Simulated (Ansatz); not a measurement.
# Zn2GeN3: the cost of one run

Program: Ansatz 0.2.0. Level of theory: DFT PBE, scalar-relativistic, plane waves, PAW. These are calculated values, not measurements.

2 further runs of the same task are left out: 1 that didn't finish, 1 set aside as unsound or not needed.

### 1 The starting structure

Symmetry: R-3m, No. 166, trigonal system. Conventional cell: a = 4.973 Å, b = 4.973 Å, c = 10.513 Å, α = 90.00°, β = 90.00°, γ = 120.00°. Zn (site symmetry 3m) has 9 N at 2.59 to 2.83 Å and 4 Zn at 2.71 to 2.98 Å and 3 Ge at 2.90 Å as nearest neighbours. Around Ge (site symmetry -3m) lie 6 N at 2.27 Å. Around N (site symmetry 2/m) lie 2 Ge at 2.27 Å and 6 Zn at 2.59 to 2.83 Å.

Structure file:

```cif
data_structure
_symmetry_space_group_name_H-M 'P 1'
_symmetry_Int_Tables_number 1
_cell_length_a 4.5305
_cell_length_b 4.5305
_cell_length_c 4.5305
_cell_angle_alpha 66.579
_cell_angle_beta 66.579
_cell_angle_gamma 66.579
_cell_volume 75.06
loop_
_atom_site_label
_atom_site_type_symbol
_atom_site_fract_x
_atom_site_fract_y
_atom_site_fract_z
_atom_site_occupancy
Zn1 Zn 0.87122 0.87122 0.87122 1
Zn2 Zn 0.12878 0.12878 0.12878 1
Ge1 Ge 0.50000 0.50000 0.50000 1
N1 N 0.50000 0.00000 0.50000 1
N2 N 0.50000 0.50000 0.00000 1
N3 N 0.00000 0.50000 0.50000 1
```

A structure generator made this guess: species swapped into a database cell of Sm2GeRh3 (R-3m, No. 166), with Zn on the Sm sites and N on the Rh sites. Lengths come from tabulated atomic sizes and are only a guess.

### 2 Probe: one point on a coarse mesh

The input, input.yaml:

```yaml
crystal:
  lattice:
    - [2.48666528, 1.43567687, 3.50437974]
    - [-2.48666528, 1.43567687, 3.50437974]
    - [0.0, -2.87135374, 3.50437974]
  atoms:
    - { symbol: Zn, position: [0.87122333, 0.87122333, 0.87122333] }
    - { symbol: Zn, position: [0.12877667, 0.12877667, 0.12877667] }
    - { symbol: Ge, position: [0.5, 0.5, 0.5] }
    - { symbol: "N", position: [0.5, 0.0, 0.5] }
    - { symbol: "N", position: [0.5, 0.5, 0.0] }
    - { symbol: "N", position: [0.0, 0.5, 0.5] }
basis:
  ecutwfc: 420
kpoints:
  mp_grid: { grid: [6, 6, 6] }
hamiltonian:
  xc: pbe
scf:
  occupations: { method: gaussian, width: 0.1 }
  lower_state_search: "off"
output:
  forces: true
  stress: true
  eigenvalues: true
```

Launch:

```
$ ansatz run input.yaml --threads 1 --pin off --max-ram 2560MiB --backend cpu --events-out ev --progress --plain --runs-dir out
```

Q: Estimate wall time and peak memory on 1 thread of Intel Xeon 6975P-C (Granite Rapids), shared host.

About 2.6 s, with a peak of 0.43 GiB.
